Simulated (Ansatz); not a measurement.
# YScAs2: the cost of one run

Method: reference: DFT, PBE, plane waves, PAW, in Ansatz 0.2.0.

1 further run of the same task is left out (for a known fault of the program).

### Step 1. Starting point

It takes space group R-3m (No. 166, trigonal). The conventional cell has a = 4.001 Å, b = 4.001 Å, c = 19.545 Å, α = 90.00°, β = 90.00°, γ = 120.00°. Sc (site symmetry -3m) has 6 As at 2.77 Å as nearest neighbours. Y (site symmetry -3m) is surrounded by 6 As at 2.88 Å. As (site symmetry 3m) is surrounded by 3 Sc at 2.77 Å and 3 Y at 2.88 Å.

Structure file:

```cif
data_structure
_symmetry_space_group_name_H-M 'P 1'
_symmetry_Int_Tables_number 1
_cell_length_a 6.9124
_cell_length_b 6.9124
_cell_length_c 6.9124
_cell_angle_alpha 33.643
_cell_angle_beta 33.643
_cell_angle_gamma 33.643
_cell_volume 90.31
loop_
_atom_site_label
_atom_site_type_symbol
_atom_site_fract_x
_atom_site_fract_y
_atom_site_fract_z
_atom_site_occupancy
Sc1 Sc 0.00000 0.00000 0.00000 1
Y1 Y 0.50000 0.50000 0.50000 1
As1 As 0.25503 0.25503 0.25503 1
As2 As 0.74497 0.74497 0.74497 1
```

### Step 2. Baseline

Input file input.yaml:

```yaml
crystal:
  lattice:
    - [2.0004088394, 1.1549365819, 6.5150607691]
    - [-2.0004088394, 1.1549365819, 6.5150607691]
    - [0.0, -2.3098731639, 6.5150607691]
  atoms:
    - { symbol: Sc, position: [1.0, 0.0, 0.0] }
    - { symbol: "Y", position: [0.5, 0.5, 0.5] }
    - { symbol: As, position: [0.2550272552, 0.2550272552, 0.2550272552] }
    - { symbol: As, position: [0.7449727448, 0.7449727448, 0.7449727448] }
kpoints:
  mp_grid: { grid: [6, 6, 6] }
hamiltonian:
  xc: pbe
scf:
  occupations: { method: fermi_dirac, width: 0.02 }
  n_extra_bands: 5
output:
  forces: true
  stress: true
  eigenvalues: true
```

Command:

```sh
$ ansatz run input.yaml --threads 4 --pin off --max-ram 3686MiB --backend cpu --events-out ev --progress --plain --runs-dir out
```

Q: Estimate wall time and peak memory on 4 threads of Arm Neoverse V1, shared host.

About 1.5 s, with a peak of 0.45 GiB.
